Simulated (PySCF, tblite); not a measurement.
# C3H6Br2Cl2Si: geometry, infrared bands and NMR shifts

Wanted: the infrared bands and NMR shifts of C3H6Br2Cl2Si (`CC[C@H](Cl)[Si](Cl)(Br)Br`), by calculation.

Programs: tblite 0.8.0 and PySCF 2.14.0, with density-fitted response routines of our own. Each step states its level of theory. These are calculated values for one molecule in the gas phase, unless marked as measured. Atoms are numbered from 0 throughout.

### Step 1. The starting structure

14 atoms, charge 0, multiplicity 1; geometry from: force field or distance geometry start.

Bonds of the start (Å): C0–C1 1.49, C1–C2 1.51, C2–Cl3 1.75, C2–Si4 1.88, Si4–Cl5 2.08, Si4–Br6 2.26, Si4–Br7 2.27, C0–H8 1.11, C0–H9 1.11, C0–H10 1.13, C1–H11 1.08, C1–H12 1.13, C2–H13 1.12.

### Step 2. Optimising the geometry with GFN2-xTB

What the job is given:

```
{"job": {"kind": "relax", "xc": "GFN2-xTB", "basis": "xTB"}, "charge": 0, "multiplicity": 1}
C     -1.566300     0.590400     0.421400
C     -0.922400    -0.321000    -0.564300
C      0.381500    -0.929900    -0.097000
Cl     0.253200    -1.897200     1.357000
Si     1.750600     0.348000     0.045900
Cl     1.897400     1.157000     1.951300
Br     1.621200     1.928900    -1.563900
Br     3.676200    -0.789100    -0.336200
H     -0.876500     1.353000     0.834500
H     -2.115900     0.055900     1.218500
H     -2.355100     1.162100    -0.150100
H     -0.826900     0.143100    -1.539600
H     -1.632600    -1.188500    -0.686500
H      0.715000    -1.613000    -0.913200
```

Command:

```console
> OMP_NUM_THREADS=1 python probes_run.py task.json out
```

This one command runs all jobs of the session in turn.

**Question.** This job is followed by: GFN2-xTB harmonic vibrations, gas phase; GIAO PBE0/pcSseg-1 NMR shielding, non-relativistic, gas phase. What will the session give for the following? strongest single infrared mode (GFN2-xTB); zero-point energy (GFN2-xTB); 13C shifts against TMS (PBE0/pcSseg-1); 1H shifts against TMS (PBE0/pcSseg-1, means over atoms taken as alike); 35Cl shifts against HCl (PBE0/pcSseg-1); 29Si shifts against TMS (PBE0/pcSseg-1); 79Br shifts against HBr (PBE0/pcSseg-1); surface potential, 1st and 99th percentile.

The runs gave:

| quantity | value |
| --- | --- |
| strongest single infrared mode (GFN2-xTB) | 714 cm⁻¹, 96 km/mol |
| zero-point energy (GFN2-xTB) | 55.4 kcal/mol |
| 13C shifts against TMS (PBE0/pcSseg-1) | 67.3, 31.9, 12.4 ppm |
| 1H shifts against TMS (PBE0/pcSseg-1, means over atoms taken as alike) | 4.08, 2.44, 1.94, 1.22 ppm |
| 35Cl shifts against HCl (PBE0/pcSseg-1) | 146, 104 ppm |
| 29Si shifts against TMS (PBE0/pcSseg-1) | 42.2 ppm |
| 79Br shifts against HBr (PBE0/pcSseg-1) | 322, 297 ppm |
| surface potential, 1st and 99th percentile | -0.51 V and 1.19 V |

What this shows: The optimisation took 82 steps and gained 0.352 eV; among the close pairs (by a distance rule), Si4–Cl5 changed most, from 2.075 to 2.002 Å. No mode is imaginary among the 36: a minimum at this level. The strongest single mode, at 714 cm⁻¹, is carried by C2, Si4, H12. GFN2-xTB is a fitted tight-binding method: band positions and strengths are rough. Its intensities can rank the bands wrongly. The most deshielded carbon is C2 (sp3 CH bonded to Cl and Si), at 67.3 ppm: pulled downfield by the heteroatom. The most deshielded hydrogen is H13 (hydrogen on an sp3 CH bonded to Cl and Si), at 4.08 ppm: its carbon carries Cl, which withdraws density. At PBE0/pcSseg-1, counted by nearest atom on the grid, the HOMO lies on Cl3 47 %; Br6 17 %, the LUMO on Si4 34 %; Br6 26 %. Spin-orbit coupling is left out, which matters for shieldings and couplings at and beside the heavy atoms.
